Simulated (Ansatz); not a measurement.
Born–Oppenheimer molecular dynamics of a periodic cell of 28 atoms, In12P12H3N (surface InP(111), adsorbate NH3). It goes on from the last frame of an earlier run, with new velocities.

Level of theory: Ansatz 0.2.0, DFT PBE-D3(BJ), scalar-relativistic, plane waves, PAW. Settings: accuracy low, PAW set soft_1, cutoff 420 eV, k mesh 2x2x1, fermi-dirac smearing 0.05 eV, no spin polarisation.

```json
{
  "ensemble": "NVT, Langevin thermostat",
  "time step": "0.5 fs",
  "steps asked": "240",
  "set temperature": "1350 K",
  "friction": "0.05 /fs",
  "atoms held": "1 to 8",
  "seed": "958701"
}
```

First frame:

```xyz
28
Lattice="8.2996 0.0000 0.0000 4.1498 7.1877 0.0000 0.0000 0.0000 19.6237" Properties=species:S:1:pos:R:3
In 0.000 0.000 1.000
P 2.075 1.198 1.847
In 2.075 3.594 1.000
P 4.150 4.792 1.847
In 4.150 0.000 1.000
P 6.225 1.198 1.847
In 6.225 3.594 1.000
P 8.300 4.792 1.847
In 8.025 4.681 4.547
P 10.108 5.923 5.222
In 6.137 0.976 4.436
P 8.427 2.349 5.111
In 3.994 4.849 4.389
P 6.045 6.041 5.236
In 2.108 1.325 4.541
P 4.191 2.393 5.515
In 3.090 1.876 8.563
P 5.260 3.122 7.340
In 5.453 5.717 7.667
P 7.318 6.441 9.097
In 7.768 2.025 7.695
P 1.166 3.365 9.015
In 9.793 5.649 7.699
P 3.561 6.708 8.941
N 4.568 2.278 10.734
H 4.237 1.367 11.206
H 5.607 2.390 10.707
H 3.957 3.064 10.980
```

Question: What does the run give?

Answer: All steps were run.

- steps done: 240
- time covered: 120 fs
- mean temperature over the second half: 1394 K
- spread of the potential energy over the second half: 15.0 meV per atom
- mean potential energy of the second half above the start: 8.2 meV per atom

A run of 0.12 ps of so small a system gives no equilibrium averages. Limits of this set-up: coarse k mesh, slab without dipole correction, low accuracy level.

Question: What happens to the structure?

Answer: Mean squared displacements from the first frame to the last: In 0.05 Å², P 0.06 Å², N 0.34 Å², H 1.41 Å². Another seed would give other details.

Question: How do temperature and energy run in time?

Answer: 
| time (fs) | T (K) | potential energy less start (eV) |
| --- | --- | --- |
| 0 | 1350 | 0.000 |
| 6 | 1081 | 0.194 |
| 12 | 1138 | 0.315 |
| 18 | 1135 | 0.040 |
| 24 | 898 | -0.178 |
| 30 | 905 | -0.239 |
| 36 | 1144 | -0.689 |
| 42 | 1163 | -0.936 |
| 48 | 1110 | -0.701 |
| 54 | 1050 | -0.836 |
| 60 | 961 | -0.597 |
| 66 | 1016 | -0.354 |
| 72 | 967 | 0.085 |
| 78 | 957 | 0.144 |
| 84 | 1025 | 0.444 |
| 90 | 1209 | 0.505 |
| 96 | 1707 | 0.230 |
| 102 | 1646 | 0.502 |
| 108 | 1744 | 1.037 |
| 114 | 2245 | 0.433 |
| 120 | 1825 | 0.456 |

Time of the run: 41 min on 4 threads of Arm Neoverse V1 (shared host), peak memory 3.4 GiB.
